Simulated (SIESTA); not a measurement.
# ScTaN (P-3m1) in SIESTA: further runs, part 2 of 2

SIESTA 5.4.2.

### Step 3. Band structure, PBEsol

ScTaN.fdf reads:

```
SystemName                      ScTaN
SystemLabel                     ScTaN
NumberOfSpecies                 3
NumberOfAtoms                   6
%block ChemicalSpeciesLabel
  1  73 Ta
  2  21 Sc
  3   7 N
%endblock ChemicalSpeciesLabel

LatticeConstant                 1.0 Ang
%block LatticeVectors
     3.0850655424     0.0000000000     0.0000000000
    -1.5425327712     2.6717451321     0.0000000000
     0.0000000000     0.0000000000    10.3401360000
%endblock LatticeVectors
AtomicCoordinatesFormat         Fractional
%block AtomicCoordinatesAndAtomicSpecies
     0.3333333333     0.6666666667     0.2456310000  1  Ta
     0.6666666667     0.3333333333     0.7543690000  1  Ta
     0.0000000000     0.0000000000     0.0000000000  2  Sc
     0.0000000000     0.0000000000     0.5000000000  2  Sc
     0.3333333333     0.6666666667     0.6298410000  3  N
     0.6666666667     0.3333333333     0.3701590000  3  N
%endblock AtomicCoordinatesAndAtomicSpecies

%block kgrid.MonkhorstPack
   10   0   0  0.0
    0  10   0  0.0
    0   0   3  0.0
%endblock kgrid.MonkhorstPack
XC.Functional                   GGA
XC.Authors                      PBEsol
PAO.BasisSize                   TZDP
PAO.EnergyShift                 0.003 Ry
Mesh.Cutoff                     800 Ry
OccupationFunction              FD
ElectronicTemperature           0.05 eV
MaxSCFIterations                120
SCF.MustConverge                false
SCF.Mixer.Method                Pulay
SCF.Mixer.Weight                0.25
SCF.Mixer.History               8
SCF.DM.Tolerance                5.0e-05
SCF.H.Tolerance                 1.0e-03 eV
WriteForces                     true
Charge.Mulliken                 end
BandLinesScale                  ReciprocalLatticeVectors
%block BandLines
    1    0.000000   0.000000   0.000000  \Gamma
   13    0.500000   0.000000   0.000000  M
    7    0.333333   0.333333   0.000000  K
   15    0.000000   0.000000   0.000000  \Gamma
    3    0.000000   0.000000   0.500000  A
   13    0.500000   0.000000   0.500000  L
    7    0.333333   0.333333   0.500000  H
   15    0.000000   0.000000   0.500000  A
    1    0.500000   0.000000   0.500000  L
    3    0.500000   0.000000   0.000000  M
    1    0.333333   0.333333   0.000000  K
    3    0.333333   0.333333   0.500000  H
%endblock BandLines
%block PAO.PolarizationScheme
  Ta non-perturbative
  Sc non-perturbative
  N non-perturbative
%endblock PAO.PolarizationScheme
%block PAO.Basis
  Ta 5
  n=5 0 2
    3.138 0.000
  n=6 0 3
    7.687 0.000 0.000
  n=5 1 2
    3.782 0.000
  n=6 1 2
    7.687 0.000
  n=5 2 3
    7.138 0.000 0.000
  Sc 5
  n=3 0 2
    3.333 0.000
  n=4 0 3
    9.113 0.000 0.000
  n=3 1 2
    3.797 0.000
  n=4 1 2
    9.113 0.000
  n=3 2 3
    6.982 0.000 0.000
%endblock PAO.Basis
```

Potentials or basis: PseudoDojo 0.4 standard (PBEsol files), TZDP (energy shift 0.003 Ry; two zetas on semicore shells).

Command:

```sh
$ siesta ScTaN.fdf > ScTaN.out 2>&1
```

ScTaN.out:

```text
Version         : 5.4.2

                           ***********************
                           *  WELCOME TO SIESTA  *
                           ***********************

 NOTE: Siesta V5 introduces some new defaults for basis-set generation
 NOTE: which might lead to slightly different numerical results.
 NOTE: Please see the manual for full details and compatibility measures.

reinit: Reading from file ScTaN.fdf

reinit: -----------------------------------------------------------------------
reinit: System Name: ScTaN
reinit: -----------------------------------------------------------------------
reinit: System Label: ScTaN
reinit: -----------------------------------------------------------------------

initatom: Reading input for the pseudopotentials and atomic orbitals ----------
Species number:   1 Atomic number:   73 Label: Ta
Species number:   2 Atomic number:   21 Label: Sc
Species number:   3 Atomic number:    7 Label: N

Ground state valence configuration (from tables):   6s02  6p00  5d03  5f00
[... 1057 lines left out ...]
               3py     3pz     3px     4py     4pz     4px     4py     4pz
               4px     3dxy    3dyz    3dz2    3dxz    3dx2-y2 3dxy    3dyz
               3dz2    3dxz    3dx2-y2 3dxy    3dyz    3dz2    3dxz    3dx2-y2

   3 11.082   1.851   0.032   0.360  -0.054   0.419   1.917   1.906   1.917
              0.041   0.045   0.041   0.046   0.277   0.046   0.187   0.090

              0.187   0.413   0.529   0.417   0.529   0.413  -0.034  -0.039
[... 5 lines left out ...]
              0.187   0.385   0.458   0.324   0.458   0.385   0.002  -0.009

              0.044  -0.009   0.002  -0.088  -0.170  -0.082  -0.170  -0.088

Species: N
Atom  Qatom  Qorb
               2s      2s      2s      2py     2pz     2px     2py     2pz
               2px     2py     2pz     2px     3dxy    3dyz    3dz2    3dxz
               3dx2-y2 3dxy    3dyz    3dz2    3dxz    3dx2-y2
   5  5.926   1.800  -0.287   0.240   0.710   0.594   0.710  -0.217  -0.268
             -0.217   0.783   0.970   0.783   0.044   0.031   0.037   0.031

              0.044   0.023   0.027   0.037   0.027   0.023
   6  5.926   1.800  -0.287   0.240   0.710   0.594   0.710  -0.217  -0.268
             -0.217   0.783   0.970   0.783   0.044   0.031   0.037   0.031

              0.044   0.023   0.027   0.037   0.027   0.023

mulliken: Qtot =       58.000

Mulliken Atomic Populations:
Atom #   charge [q] valence [e]  Species
     1     0.557670   12.442330  Ta
     2     0.557670   12.442330  Ta
     3    -0.081825   11.081825  Sc
     4     0.817619   10.182381  Sc
     5    -0.925567    5.925567  N
     6    -0.925567    5.925567  N
 Total     0.000000

Job completed
```

Run time: 6.7 min. Hardware: 1 thread of Arm Neoverse V2, shared host; peak memory 0.82 GiB.

What came out:

| Quantity | Value |
| --- | --- |
| Free energy | -6740.2977 eV |
| Pressure | -5.6 GPa |
| Largest force | 0.114 eV/Å |
| Band gap on the k mesh | none (metal or under the smearing width) |

Forces in eV/Å, atoms in the order of the input:
```
Ta   0.000  0.000  0.114
Ta   0.000  0.000 -0.114
Sc   0.000  0.000  0.000
Sc   0.000  0.000  0.000
N    0.000  0.000 -0.039
N    0.000  0.000  0.039
```

Levels at the corners of the path, in eV from the Fermi level:
```
point  band 26  band 27  band 28  band 29  band 30  band 31  band 32  band 33
    Γ    -1.31    -1.26     0.56     0.56     0.79     0.79     1.38     1.38
    M    -1.80    -1.17    -0.85    -0.41     0.42     0.52     2.02     2.35
    K    -1.38    -1.38    -0.88    -0.19    -0.19     2.08     2.13     2.13
    Γ    -1.31    -1.26     0.56     0.56     0.79     0.79     1.38     1.38
    A    -2.03    -0.30    -0.05     0.63     0.63     1.16     1.16     1.33
    L    -2.11    -1.13    -0.62    -0.60     0.44     0.74     2.11     2.25
    H    -1.37    -1.37    -0.94    -0.18    -0.18     2.15     2.15     2.42
    A    -2.03    -0.30    -0.05     0.63     0.63     1.16     1.16     1.33
    L    -2.11    -1.13    -0.62    -0.60     0.44     0.74     2.11     2.25
    M    -1.80    -1.17    -0.85    -0.41     0.42     0.52     2.02     2.35
    K    -1.38    -1.38    -0.88    -0.19    -0.19     2.08     2.13     2.13
    H    -1.37    -1.37    -0.94    -0.18    -0.18     2.15     2.15     2.42
```

Caveat: short orbitals over semicore shells can move pressures by several GPa; spin-orbit coupling is left out, which moves the levels of the heavy elements; the basis of atomic orbitals isn't converged, which shifts pressures, moduli and gaps.
